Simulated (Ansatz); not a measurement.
**FGeHS (SMILES [F][Ge][SH]): functionals against CCSD(T) at one geometry**

An exercise on one series of results from a longer session: the logs are not shown, and one member is left open.

Computed with Ansatz 0.2.0, Gaussian basis. Level: single points in def2-TZVPP.

Correlated methods freeze the cores. Filled d shells of the heavier atoms are correlated. B3LYP uses VWN-RPA correlation.

## Where the work starts

SMILES `[F][Ge][SH]`, 4 atoms, charge 0, spin multiplicity 1.

Atoms are counted from 1 here; the program's logs count them from 0.

Bond lengths: F1–Ge2 1.913 Å, Ge2–S3 2.253 Å, S3–H4 1.399 Å. Angles: F1–Ge2–S3 93.1°, Ge2–S3–H4 92.6°.

As a file:

```xyz
4
FGeHS
F    -2.02150    0.46000    0.61360
Ge   -0.26510   -0.06340    1.16080
S     0.53750   -0.01070   -0.94400
H     1.75860   -0.57440   -0.55920
```

Set-up of the first run:

File run/in.yaml:

```yaml
crystal:
  periodic: [false, false, false]
  atoms:
    - {symbol: F, position_ang: [-2.021500, 0.460000, 0.613600]}
    - {symbol: Ge, position_ang: [-0.265100, -0.063400, 1.160800]}
    - {symbol: S, position_ang: [0.537500, -0.010700, -0.944000]}
    - {symbol: H, position_ang: [1.758600, -0.574400, -0.559200]}
basis:
  gaussian: {orbitals: def2-TZVPP}
correlation: {method: ccsd_t}
output: {forces: true}
```

Command:

```sh
$ ansatz run in.yaml --threads 4 --pin off --events-out ev --progress --plain --max-ram 5222MiB
```

Among the steps run: CCSD(T)/def2-TZVPP; PBE0-D4/def2-TZVPP; wB97M-V/def2-TZVPP; r2SCAN-D4/def2-TZVPP; PBE-D4/def2-TZVPP; B97M-V/def2-TZVPP; B3LYP-D4/def2-TZVPP.

One of the session's tables, all rows but one given; the rest of the session is left out.

| method | RMS force component (eV/Å) | angle to CCSD(T) forces (°) | dipole (D) |
| --- | --- | --- | --- |
| CCSD(T) | 1.213 | reference | 3.39 |
| PBE0-D4 | 1.152 | 0.6 | 3.47 |
| wB97M-V | 1.168 | 2.1 | 3.50 |
| r2SCAN-D4 | 1.127 | 0.9 | 3.33 |
| PBE-D4 | 0.887 | 6.8 | 3.23 |
| B97M-V | 1.160 | 2.0 | 3.35 |
| B3LYP-D4 | ? | ? | ? |

**Question.** Estimate the row for B3LYP-D4.

**Answer.** RMS force component (eV/Å): 1.030; angle to CCSD(T) forces (°): 6.0; dipole (D): 3.48. In the column «RMS force component (eV/Å)» it lies between PBE-D4 (0.887) and r2SCAN-D4 (1.127).

Limits of these values: The reference is not at the basis limit: in triple zeta CCSD(T) underbinds, which counts against methods that bind more; the gaps are no ranking.
